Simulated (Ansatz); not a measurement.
**CH5InO: small, medium and large basis sets**

An exercise on one series of results from a longer session: the logs are not shown, and one member is left open.

The runs use Ansatz 0.2.0, Gaussian basis; one geometry, several basis sets.

The runs, in order: PBE0-D4/def2-SVP; ωB97M-V/def2-SVP; PBE0-D4/def2-QZVPP; ωB97M-V/def2-QZVPP; the functionals' def2-TZVPP values are taken from earlier runs.

1 further run of the same task is left out (for a known fault of the program).

**The relaxed structure**

An earlier PBE0-D4 in a triple-zeta def2 set relaxation fixed the geometry. In takes the def2 core potential; no spin-orbit term is included.

SMILES `C[O][InH2]`, 8 atoms, charge 0, spin multiplicity 1.

Atoms are counted from 1 here; the program's logs count them from 0.

Bond lengths: C1–O2 1.398 Å, C1–H4 1.098 Å, C1–H5 1.101 Å, C1–H6 1.098 Å, O2–In3 1.987 Å, In3–H7 1.713 Å, In3–H8 1.703 Å. Angles: O2–C1–H4 110.4°, O2–C1–H5 113.8°, O2–C1–H6 110.4°, H4–C1–H5 107.3°, H4–C1–H6 107.4°, H5–C1–H6 107.3°, C1–O2–In3 123.8°, O2–In3–H7 112.1°, O2–In3–H8 111.6°, H7–In3–H8 136.3°.

The first run:

The input, in.yaml:

```yaml
crystal:
  periodic: [false, false, false]
  atoms:
    - {symbol: C, position_ang: [-0.599876, 1.070029, -0.393565]}
    - {symbol: O, position_ang: [-0.772833, -0.170293, 0.227097]}
    - {symbol: In, position_ang: [0.705187, -1.456603, 0.556939]}
    - {symbol: H, position_ang: [-1.220779, 1.135606, -1.296630]}
    - {symbol: H, position_ang: [0.439320, 1.274031, -0.695120]}
    - {symbol: H, position_ang: [-0.910056, 1.881009, 0.278382]}
    - {symbol: H, position_ang: [2.211226, -0.867397, -0.008997]}
    - {symbol: H, position_ang: [0.147801, -2.866382, 1.331893]}
basis:
  gaussian: {orbitals: def2-SVP}
hamiltonian: {xc: pbe0, dispersion: d4}
output: {orbitals: {seedname: orbitals}}
```

Command:

```sh
> ansatz run in.yaml --threads 4 --pin off --events-out ev --progress --plain --max-ram 10444MiB
```

Among the steps run: PBE0-D4 in def2-SVP; ωB97M-V in def2-SVP; PBE0-D4 in def2-QZVPP; ωB97M-V in def2-QZVPP.

One of the session's tables, all rows but one given; the rest of the session is left out.

It belongs to the step «Functionals by basis». 

| functional | basis | HOMO (eV) | LUMO (eV) |
| --- | --- | --- | --- |
| PBE0-D4 | def2-SVP | -7.14 | -1.42 |
| PBE0-D4 | def2-TZVPP | ? | ? |
| PBE0-D4 | def2-QZVPP | -7.33 | -1.55 |
| ωB97M-V | def2-SVP | -9.50 | 0.15 |
| ωB97M-V | def2-TZVPP | -9.68 | -0.11 |
| ωB97M-V | def2-QZVPP | -9.72 | -0.17 |

**Question.** Estimate the row for PBE0-D4, def2-TZVPP.

**Answer.** HOMO (eV): -7.29; LUMO (eV): -1.52. In the column «HOMO (eV)» it lies between PBE0-D4, def2-QZVPP (-7.33) and PBE0-D4, def2-SVP (-7.14).
